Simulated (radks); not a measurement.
# La with its nuclear charge varied continuously

Aim: the energy of 57 electrons in [Xe] 5d1 6s2 as the nuclear charge moves through non-integer values, and a test of dE/dZ = E(electron-nucleus)/Z.

Method: Dirac Kohn-Sham, PBE, spin-unpolarised, spherical densities, finite nucleus; open shells are shared between the two j in proportion to 2j + 1. Code: radks (a radial shooting solver on a logarithmic mesh, Libxc functionals) version 1.

## 1. Starting point

```
element            : lanthanum (Z = 57)
charge             : 0
electrons          : 57
configuration      : [Xe] 5d1 6s2
nuclear rms radius : 4.855 fm
```

Outer shells as boxes (Hund's rule):

La
```
[Xe] core
5d [↑ ][  ][  ][  ][  ]
6s [↑↓]
```

## 2. Z = 57

Settings of this run:

```text
Z 57
configuration [Xe] 5d1 6s2
relativity Dirac
functional pbe,pbe
spin unpolarised
j_filling average
nucleus finite rms 4.855 fm
c 137.035999084
```

## 3. Z = 56.75

Changes since step 2:

```diff
@@ -1,2 +1,2 @@
-Z 57
+Z 56.75
 configuration [Xe] 5d1 6s2
```

## 4. Z = 57.25

Changes since step 3:

```diff
@@ -1,2 +1,2 @@
-Z 56.75
+Z 57.25
 configuration [Xe] 5d1 6s2
```

## 5. Z = 57.5

Changes since step 4:

```diff
@@ -1,2 +1,2 @@
-Z 57.25
+Z 57.5
 configuration [Xe] 5d1 6s2
```

## 6. Z = 57.75

Changes since step 5:

```diff
@@ -1,2 +1,2 @@
-Z 57.5
+Z 57.75
 configuration [Xe] 5d1 6s2
```

## 7. Z = 58

Changes since step 6:

```diff
@@ -1,2 +1,2 @@
-Z 57.75
+Z 58
 configuration [Xe] 5d1 6s2
```

Q: Predict the outcome of this session. Wanted: for each run, Z; E; E(electron-nucleus)/Z; highest level; its energy; <r>.

The runs gave:

```csv
Z,E (hartree),E(electron-nucleus)/Z (hartree),highest level,its energy (eV),<r> (bohr)
56.75,-8406.7471,-360.411,5d5/2,-1.375,3.305
57,-8497.1319,-362.667,5d5/2,-3.014,3.031
57.25,-8588.0806,-364.923,5d5/2,-4.848,2.834
57.5,-8679.5932,-367.179,6s1/2,-6.576,4.024
57.75,-8771.6700,-369.436,6s1/2,-8.183,3.862
58,-8864.3113,-371.695,6s1/2,-9.887,3.719
```

At Z = 57 the central difference of E is -362.667 hartree, against -362.667 from the Hellmann-Feynman theorem. The top level goes from -1.375 eV at Z = 56.75 to -9.887 eV at Z = 58. Between Z = 57.25 and 57.5 the top level changes from 5d5/2 to 6s1/2, so the curve of the top level has a kink there, while E(Z) stays smooth.
